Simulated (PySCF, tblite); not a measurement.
# CH₉FNSi₄ radical: geometry, infrared bands and EPR parameters

What infrared bands and EPR parameters should CH₉FNSi₄ radical (`F[SiH2][Si@@H]1[CH][SiH2]N1[SiH3]`) show?

Programs: tblite 0.8.0 and PySCF 2.14.0, with density-fitted response routines of our own. Each step states its level of theory. These are calculated values for one molecule in the gas phase, unless marked as measured. Atoms count from 0, in the outputs and in this text.

## (1) The molecule as given

16 atoms, charge 0, multiplicity 2; geometry from: force field or distance geometry start.

Bonds of the start (Å): F0–Si1 1.62, Si1–Si2 2.31, Si2–C3 1.82, C3–Si4 1.80, Si4–N5 1.68, N5–Si6 1.67, N5–Si2 1.71, Si1–H7 1.50, Si1–H8 1.48, Si2–H9 1.49, C3–H10 1.07, Si4–H11 1.48, Si4–H12 1.48, Si6–H13 1.49, Si6–H14 1.49, Si6–H15 1.49.

## (2) Geometry optimisation with GFN2-xTB

Job settings and geometry (Å):

```
{"job": {"kind": "relax", "xc": "GFN2-xTB", "basis": "xTB"}, "charge": 0, "multiplicity": 2}
F      3.829500    -0.727400     0.426300
Si     2.638400     0.246700     0.924900
Si     0.597200    -0.517100     0.165100
C      0.292900    -0.343100    -1.622700
Si    -1.366000     0.198700    -1.171000
N     -0.736300     0.543500     0.348200
Si    -1.764100     0.069600     1.580700
H      2.667100     0.268200     2.427400
H      2.924600     1.613900     0.435600
H      0.270900    -1.903200     0.593200
H      0.939600     0.160500    -2.306600
H     -2.353200    -0.907500    -1.215200
H     -1.755800     1.450500    -1.853400
H     -2.199000    -1.344500     1.450000
H     -2.948800     0.968700     1.593900
H     -1.044500     0.231600     2.879900
```

Started as:

```console
> OMP_NUM_THREADS=1 python probes_run.py task.json out
```

This one command runs all jobs of the session in turn.

Log:

```text
step      E/eV     max force
  0    -579.31165    4.556
  1    -579.75254    1.188
  2    -579.83792    0.903
  3    -579.90000    0.945
  4    -579.96583    0.775
  5    -580.02671    0.641
  6    -580.08091    0.441
  7    -580.11308    0.431
  8    -580.14021    0.391
  9    -580.17072    0.369
 10    -580.20105    0.475
 11    -580.23621    0.538
 12    -580.27133    0.424
 13    -580.29691    0.436
 14    -580.31828    0.420
 15    -580.33763    0.367
 16    -580.35543    0.385
 17    -580.37696    0.394
 18    -580.40088    0.384
 19    -580.41747    0.259
 20    -580.42440    0.171
 21    -580.42781    0.152
 22    -580.43106    0.189
 23    -580.43604    0.188
 24    -580.44175    0.196
 25    -580.44581    0.136
 26    -580.44792    0.106
 27    -580.44916    0.087
 28    -580.45069    0.118
 29    -580.45243    0.144
 30    -580.45531    0.147
 31    -580.45904    0.151
 32    -580.46360    0.171
 33    -580.46764    0.151
 34    -580.47051    0.152
 35    -580.47265    0.130
 36    -580.47483    0.130
 37    -580.47741    0.173
 38    -580.48006    0.159
 39    -580.48228    0.106
 40    -580.48401    0.100
 41    -580.48563    0.108
 42    -580.48734    0.117
 43    -580.48895    0.100
 44    -580.49031    0.105
 45    -580.49151    0.102
 46    -580.49254    0.085
 47    -580.49335    0.073
 48    -580.49416    0.076
 49    -580.49520    0.089
 50    -580.49652    0.094
 51    -580.49785    0.081
 52    -580.49875    0.054
 53    -580.49922    0.052
 54    -580.49955    0.047
 55    -580.50008    0.063
 56    -580.50090    0.088
 57    -580.50172    0.081
 58    -580.50216    0.041
 59    -580.50234    0.025
 60    -580.50245    0.030
 61    -580.50263    0.038
 62    -580.50289    0.043
 63    -580.50317    0.038
 64    -580.50338    0.031
 65    -580.50351    0.032
 66    -580.50364    0.045
 67    -580.50380    0.046
 68    -580.50396    0.033
 69    -580.50407    0.022
 70    -580.50413    0.019
 71    -580.50418    0.020
 72    -580.50425    0.026
 73    -580.50434    0.028
 74    -580.50445    0.022
 75    -580.50452    0.016
 76    -580.50454    0.016
 77    -580.50456    0.015
 78    -580.50459    0.015
 79    -580.50464    0.017
 80    -580.50469    0.014
 81    -580.50471    0.009
```

It took 0.67 s on 1 thread of Arm Neoverse V2, shared host.

Along the way: (not every step is listed)

```
step  energy from step 0 (eV)  largest force (eV/Å)
   0                   0.0000                4.5560
   1                  -0.4409                1.1881
   2                  -0.5263                0.9033
   3                  -0.5883                0.9454
   4                  -0.6542                0.7747
   5                  -0.7151                0.6412
   6                  -0.7693                0.4407
   7                  -0.8014                0.4313
   8                  -0.8286                0.3913
  14                  -1.0066                0.4197
  20                  -1.1128                0.1714
  26                  -1.1363                0.1062
  32                  -1.1520                0.1706
  38                  -1.1684                0.1588
  44                  -1.1787                0.1049
  50                  -1.1849                0.0943
  56                  -1.1893                0.0881
  62                  -1.1912                0.0434
  68                  -1.1923                0.0326
  74                  -1.1928                0.0223
  76                  -1.1929                0.0164
  77                  -1.1929                0.0150
  78                  -1.1929                0.0154
  79                  -1.1930                0.0175
  80                  -1.1930                0.0145
  81                  -1.1931                0.0095
```

Close pairs (by a distance rule), those that changed most:

```
   bond  before (Å)  after (Å)  change (Å)
Si2–Si4       2.480      2.701      +0.220
 Si4–N5       1.680      1.761      +0.081
 C3–Si4       1.803      1.870      +0.067
 Si2–N5       1.714      1.775      +0.061
 N5–Si6       1.673      1.720      +0.047
 Si2–C3       1.822      1.864      +0.042
 Si1–H7       1.503      1.463      -0.040
Si6–H15       1.494      1.468      -0.026
```

The end geometry stands in the next job.

## (3) Infrared spectrum with GFN2-xTB

Job settings and geometry (Å):

```
{"job": {"kind": "ir", "xc": "GFN2-xTB", "basis": "xTB"}, "charge": 0, "multiplicity": 2}
F      3.751736    -0.429047     0.747289
Si     2.390203     0.392834     1.053400
Si     0.742841    -0.784207    -0.030509
C      0.326098    -0.366559    -1.798395
Si    -1.363638     0.288040    -1.336743
N     -0.859490    -0.098911     0.305651
Si    -1.725965     0.030133     1.785994
H      2.368019     0.418806     2.515799
H      2.724387     1.734844     0.575281
H      0.755654    -2.233816     0.258626
H      0.878149    -0.379981    -2.723153
H     -2.517954    -0.498913    -1.775094
H     -1.621392     1.720564    -1.496716
H     -2.435794    -1.219277     2.089997
H     -2.679630     1.130949     1.645320
H     -0.740824     0.303485     2.839465
```

Log:

```text
mode    cm-1     km/mol
  1      26.9      2.28
  2      38.2      0.10
  3      60.5      0.19
  4      78.1      1.75
  5     130.0      1.64
  6     139.9      3.50
  7     189.6      4.87
  8     212.6      9.89
  9     315.3     38.24
 10     326.8     18.94
 11     396.2     35.94
 12     432.2     24.18
 13     451.4      4.46
 14     505.7     10.57
 15     511.6     37.58
 16     520.2      2.27
 17     563.0     46.18
 18     573.2     30.93
 19     588.3     37.12
 20     614.7    283.83
 21     639.6    260.70
 22     716.3    213.55
 23     729.2     20.11
 24     764.8     89.58
 25     783.9    377.96
 26     785.8    330.21
 27     793.0    260.57
 28     800.0    209.30
 29     815.0    136.90
 30     832.4    162.30
 31     842.5    446.57
 32     995.3     62.18
 33    1078.1    391.10
 34    2085.6    308.79
 35    2190.1    195.63
 36    2204.5    337.95
 37    2207.6    447.41
 38    2236.2    390.31
 39    2238.2     90.29
 40    2250.0    568.11
 41    2262.5    180.16
 42    3073.6     45.64
```

It took 0.68 s on 1 thread of Arm Neoverse V2, shared host.

Which atoms move in the most intense modes:

```
cm⁻¹  km/mol                                   atoms
 784   378.0    H11 19 %, H12 19 %, H8 12 %, H7 12 %
 786   330.2    H14 16 %, F0 15 %, H13 14 %, H8 10 %
 842   446.6                       N5 42 %, Si4 14 %
1078   391.1                       N5 81 %, Si6 11 %
2204   337.9            H15 53 %, H12 20 %, H11 17 %
2208   447.4  H13 30 %, H12 26 %, H11 22 %, H15 17 %
2236   390.3                        H8 49 %, H7 38 %
2250   568.1                      H14 70 %, H12 14 %
```

## (4) EPR parameters: B3LYP/pcH-1

Same as in step 3 but for these lines:

```diff
@@ -1,2 +1,2 @@
-{"job": {"kind": "ir", "xc": "GFN2-xTB", "basis": "xTB"}, "charge": 0, "multiplicity": 2}
+{"job": {"kind": "epr", "basis": "pcH-1"}, "charge": 0, "multiplicity": 2}
 F      3.751736    -0.429047     0.747289
```

Level: UKS B3LYP, pcH-1 on C F H N Si, non-relativistic, mean-field spin-orbit, GIAO.

Log:

```text
UKS, coarse grid
  cycle   1  E = -1356.04852892  |g| = 6.27e-01
  cycle   2  E = -1355.75166172  |g| = 1.06e+00
  cycle   3  E = -1356.18692141  |g| = 1.01e-01
  cycle   4  E = -1356.18968754  |g| = 6.54e-02
  cycle   5  E = -1356.19149555  |g| = 1.55e-02
  cycle   6  E = -1356.19157319  |g| = 3.52e-03
  cycle   7  E = -1356.19157942  |g| = 1.82e-03
  cycle   8  E = -1356.19158091  |g| = 5.52e-04
UKS, final grid
  cycle   1  E = -1356.19165359  |g| = 6.25e-04
  cycle   2  E = -1356.19165341  |g| = 9.08e-04
  cycle   3  E = -1356.19165379  |g| = 1.03e-04
  cycle   4  E = -1356.19165380  |g| = 4.02e-05
  cycle   5  E = -1356.19165380  |g| = 3.13e-05
  cycle   6  E = -1356.19165380  |g| = 3.88e-06
E = -1356.19165380 Eh   <S^2> = 0.7536 (exact 0.7500)
g shifts (ppm)      1          2          3
  rmc          -122       -122       -122
  gc             -1         23         26
  oz_so          96        589        715
  total         -28        490        618
hyperfine (MHz)  atom isotope    a_iso     a_fc   dipolar eigenvalues
    0   19F       0.20       0.16     -3.64     -2.84      6.48
    1  29Si     -27.46     -27.49     -5.38      2.46      2.91
    2  29Si      40.38      40.46     -2.85     -0.20      3.05
    3   13C      77.20      77.31    -72.60    -69.96    142.56
    4  29Si      39.56      39.63     -2.48     -0.79      3.27
    5   14N       0.42       0.42     -1.79     -1.11      2.90
    6  29Si       4.69       4.70     -0.26     -0.06      0.32
    7    1H      11.11      11.11     -0.90     -0.59      1.49
    8    1H      -0.69      -0.69     -1.45     -1.06      2.51
    9    1H      41.59      41.59     -3.12     -1.91      5.03
   10    1H     -55.32     -55.33    -34.64     -0.99     35.62
   11    1H      33.16      33.16     -3.01     -1.97      4.98
   12    1H      32.81      32.81     -2.92     -1.99      4.91
   13    1H       8.56       8.56     -0.79     -0.57      1.36
   14    1H       0.96       0.96     -0.77     -0.69      1.47
   15    1H       1.40       1.40     -0.81     -0.67      1.48
```

Run time: 1.9 min. Hardware: 1 thread of Arm Neoverse V2, shared host; peak memory 1.1 GiB.

Principal g values 2.00229, 2.00281, 2.00294; g(iso) = 2.00268, against 2.00232 for a free electron.

Hyperfine couplings; where a row names several nuclei, a(iso) is their mean (it holds for fast rotation or exchange) and the dipolar term the largest among them:

```
       nuclei  isotope  a(iso) (MHz)  a(iso) (G, at g = 2.0023)  largest dipolar term (MHz)
           C3      13C          77.2                       27.5                       142.6
          H10       1H         -55.3                      -19.7                        35.6
           H9       1H          41.6                       14.8                         5.0
          Si2     29Si          40.4                       14.4                         3.1
          Si4     29Si          39.6                       14.1                         3.3
          H11       1H          33.2                       11.8                         5.0
          H12       1H          32.8                       11.7                         4.9
          Si1     29Si         -27.5                       -9.8                        -5.4
           H7       1H          11.1                        4.0                         1.5
          Si6     29Si           4.7                        1.7                         0.3
H13, H14, H15       1H           3.6                        1.3                         1.5
           H8       1H          -0.7                       -0.2                         2.5
           N5      14N           0.4                        0.1                         2.9
           F0      19F           0.2                        0.1                         6.5
```

Mulliken spin populations:

F0 0.00; Si1 0.02; Si2 -0.04; C3 0.99; Si4 -0.03; N5 0.03; Si6 0.00; H7 0.01; H8 0.00; H9 0.02; H10 -0.03; H11 0.02; H12 0.02; H13 0.00; H14 0.00; H15 0.00

In first order the couplings over 0.8 MHz of 1H give 128 distinct lines over 66.0 G, if the averaged nuclei exchange fast; the same motion can average rows kept apart here too.

Orbitals, density, ELF and potential are computed afterwards from the orbital file.

ELF in a plane through or near 6 of the atoms.

Ten even steps from ' ' (0.00) to '@' (1.00):
```
                                                        
                                                        
                                                        
                          ::--..                        
                        **@@@@%%--                      
            **%%%%==    ##@@@@@@**::::::                
          ==@@@@@@@@..  ==@@@@@@....====..              
          ..@@@@@@@@--    ::**::**%%..==::              
            ..##%%##--..    ::++..........              
      ..--++==::  ..%%##----**##%%%%::                  
      --##%%**##..--@@##....%%--++%%--                  
      ::**%%%%**::++@@::::..--++##++--**%%@@**..        
        --++++::  ..==++**##++--..  ++@@@@@@@@==        
                    ::++%%**..%%##::##@@@@@@@@++        
                    ..--**++..##%%++++@@@@@@%%::        
                    ..**@@@@@@++--::  ::++++..          
                    ..##@@@@@@--                        
                      ..**##--                          
                                                        
                                                        
```
The map spans 12.7 Å across and 11.5 Å up, centred on the molecule. Atoms in the plane (x, y in Å): F0 (-3.8, -0.3), C3 (0.1, -2.1), N5 (0.8, 0.2), Si6 (1.4, 1.8), H10 (-0.3, -3.1), H11 (2.9, -1.6).

log10 of the density (e/Å³) in the same plane.

Ten even steps from ' ' (-4.0) to '@' (1.4):
```
                                                        
                                                        
                          ........                      
                      ..::::::::::::......              
          ....::::::::::--==++======----::::..          
        ..::------------==++******++++====--..          
      ..::--==++++++==--==++**##**##**++==--::..        
      ..::--++******======++****@@@@****++--::..        
      ::--==++******++++==++****####**++==--::..        
    ::==++**************++**########++==--::..          
    --++##%%@@##****##########%%%%##++====--::..        
    --++**%%%%##********%%##**####******++==--::..      
    ..--++++**++==++++****####****##**####**==--..      
      ..----==------==++**##%%####****####**==--..      
            ....::--==++**##%%##****++++++++--::..      
                ..::==++**####**++======----::..        
                  ..--==++**++==----::::....            
                    ..::--==----::..                    
                      ..........                        
                                                        
```
The map spans 12.7 Å across and 11.5 Å up, centred on the molecule. Atoms in the plane (x, y in Å): F0 (-3.8, -0.3), C3 (0.1, -2.1), N5 (0.8, 0.2), Si6 (1.4, 1.8), H10 (-0.3, -3.1), H11 (2.9, -1.6).

On the surface of density 0.002 e/bohr³ the electrostatic potential runs, from the 1st to the 99th percentile, from -1.14 V near F0 to 1.69 V near Si1.

The spin density lies nearest to C3 63 %; H10 21 %.

## (5) Outcome

```
                                                                  quantity                  value
                                 strongest single infrared mode (GFN2-xTB)  2250 cm⁻¹, 568 km/mol
                                              zero-point energy (GFN2-xTB)          54.3 kcal/mol
                                                            g(iso) (B3LYP)                2.00268
                                                                      ⟨S²⟩     0.754 (exact 0.75)
                                        largest a(iso) (averaged by class)    13C on C3, 77.2 MHz
potential on the surface of density 0.002 e/bohr³, 1st and 99th percentile     -1.14 V and 1.69 V
```

What this shows: Relaxing lowered the energy by 1.193 eV in 81 steps; the close pair that moved most is Si2–Si4, from 2.480 to 2.701 Å. The frame itself reshapes: Si4···Si6 goes from 2.78 to 3.15 Å, Si2···Si6 goes from 2.81 to 3.17 Å. All 42 modes are real, so the xTB geometry is a minimum. The strongest single mode, at 2250 cm⁻¹, moves mainly H14. GFN2-xTB is a fitted tight-binding method: band positions and strengths are rough. Its intensities can rank the bands wrongly. Most of the unpaired spin sits on C3 (0.99 e). The isotropic g lies 0.4 ppt above the free-electron value. These values are for one conformer; the search (at its own cheap level) found 2 more, at 0.01, 0.10 kcal/mol (those within 0.05 may be mirror or relabelled copies), and measured spectra average over such forms.
